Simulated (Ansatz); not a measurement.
# Hf8NO15: the cost of one run

Method: DFT, PBE, plane-wave PAW, default files, scalar-relativistic, as far as a step names no other, in Ansatz 0.2.0.

1 further run of the same task is left out (it didn't finish).

### 1 Starting point

It takes space group P1 (No. 1, triclinic). The conventional cell has a = 6.698 Å, b = 7.244 Å, c = 7.244 Å, α = 90.63°, β = 116.29°, γ = 116.29°. Around Hf (site symmetry 1) lie 6 O at 2.03 to 2.24 Å and 1 N at 2.13 Å. Around Hf (site symmetry 1) lie 7 O at 2.03 to 2.24 Å. Hf (site symmetry 1) has 6 O at 2.03 to 2.24 Å and 1 N at 2.04 Å as nearest neighbours. Around Hf (site symmetry 1) lie 1 N at 2.03 Å and 6 O at 2.04 to 2.24 Å. Only part of the 24 independent sites is listed.

Structure file:

```cif
data_structure
_symmetry_space_group_name_H-M 'P 1'
_symmetry_Int_Tables_number 1
_cell_length_a 7.3734
_cell_length_b 6.6979
_cell_length_c 7.2443
_cell_angle_alpha 63.715
_cell_angle_beta 65.600
_cell_angle_gamma 61.751
_cell_volume 273.03
loop_
_atom_site_label
_atom_site_type_symbol
_atom_site_fract_x
_atom_site_fract_y
_atom_site_fract_z
_atom_site_occupancy
Hf1 Hf 0.44492 0.26299 0.01315 1
Hf2 Hf 0.94492 0.76299 0.51315 1
Hf3 Hf 0.51315 0.27895 0.44492 1
Hf4 Hf 0.01315 0.77895 0.94492 1
Hf5 Hf 0.05508 0.23701 0.48685 1
Hf6 Hf 0.55508 0.73701 0.98685 1
Hf7 Hf 0.98685 0.22105 0.05508 1
Hf8 Hf 0.48685 0.72105 0.55508 1
O1 O 0.63655 0.34202 0.10597 1
O2 O 0.13655 0.84202 0.60597 1
O3 O 0.10597 0.41545 0.13655 1
O4 O 0.60597 0.91545 0.63655 1
O5 O 0.86345 0.15798 0.39403 1
O6 O 0.36345 0.65798 0.89403 1
O7 O 0.39403 0.08455 0.36345 1
O8 O 0.89403 0.58455 0.86345 1
N1 N 0.30433 0.04193 0.02643 1
O9 O 0.80433 0.54193 0.52643 1
O10 O 0.02643 0.12731 0.80433 1
O11 O 0.52643 0.62731 0.30433 1
O12 O 0.19567 0.45807 0.47357 1
O13 O 0.69567 0.95807 0.97357 1
O14 O 0.47357 0.37269 0.69567 1
O15 O 0.97357 0.87269 0.19567 1
```

Atom 17 of the input is the impurity.

### 2 First run, atoms as given

input.yaml

```yaml
crystal:
  lattice:
    - [-0.8761689838, 5.1506447, 5.2029534954]
    - [4.2180060274, 0.0, 5.2029534954]
    - [5.0941750112, 5.1506447, 0.0]
  atoms:
    - { symbol: Hf, position: [0.444918115, 0.262989215, 0.013146565] }
    - { symbol: Hf, position: [0.944918115, 0.762989215, 0.513146565] }
    - { symbol: Hf, position: [0.513146565, 0.278946105, 0.444918115] }
    - { symbol: Hf, position: [0.013146565, 0.778946105, 0.944918115] }
    - { symbol: Hf, position: [0.055081885, 0.237010785, 0.486853435] }
    - { symbol: Hf, position: [0.555081885, 0.737010785, 0.986853435] }
    - { symbol: Hf, position: [0.986853435, 0.221053895, 0.055081885] }
    - { symbol: Hf, position: [0.486853435, 0.721053895, 0.555081885] }
    - { symbol: O, position: [0.63655306, 0.34202493, 0.10597289] }
    - { symbol: O, position: [0.13655306, 0.84202493, 0.60597289] }
    - { symbol: O, position: [0.10597289, 0.41544912, 0.13655306] }
    - { symbol: O, position: [0.60597289, 0.91544912, 0.63655306] }
    - { symbol: O, position: [0.86344694, 0.15797507, 0.39402711] }
    - { symbol: O, position: [0.36344694, 0.65797507, 0.89402711] }
    - { symbol: O, position: [0.39402711, 0.08455088, 0.36344694] }
    - { symbol: O, position: [0.89402711, 0.58455088, 0.86344694] }
    - { symbol: "N", position: [0.30432544, 0.04192734, 0.02643344] }
    - { symbol: O, position: [0.80432544, 0.54192734, 0.52643344] }
    - { symbol: O, position: [0.02643344, 0.12731378, 0.80432544] }
    - { symbol: O, position: [0.52643344, 0.62731378, 0.30432544] }
    - { symbol: O, position: [0.19567456, 0.45807266, 0.47356656] }
    - { symbol: O, position: [0.69567456, 0.95807266, 0.97356656] }
    - { symbol: O, position: [0.47356656, 0.37268622, 0.69567456] }
    - { symbol: O, position: [0.97356656, 0.87268622, 0.19567456] }
total_charge: -1
kpoints:
  mp_grid: { grid: [3, 3, 3] }
scf:
  occupations: { method: fermi_dirac, width: 0.01 }
hamiltonian:
  xc: pbe
  pseudopotentials: { kind: paw }
output:
  forces: true
  stress: true
  populations: true
  efg:
    quadrupole_moments_barn: { Hf: 3.365, O: -0.02558, "N": 0.02044 }
    contact_densities: true
```

On the command line:

```sh
$ ansatz run input.yaml --threads 1 --pin off --max-ram 3072MiB --backend cpu --events-out ev --progress --plain --runs-dir out
```

**Question.** How long does this run take on 1 thread of Intel Xeon Platinum 8488C (Sapphire Rapids), shared host, and how much memory does it need?

About 98 s, with a peak of 0.97 GiB.
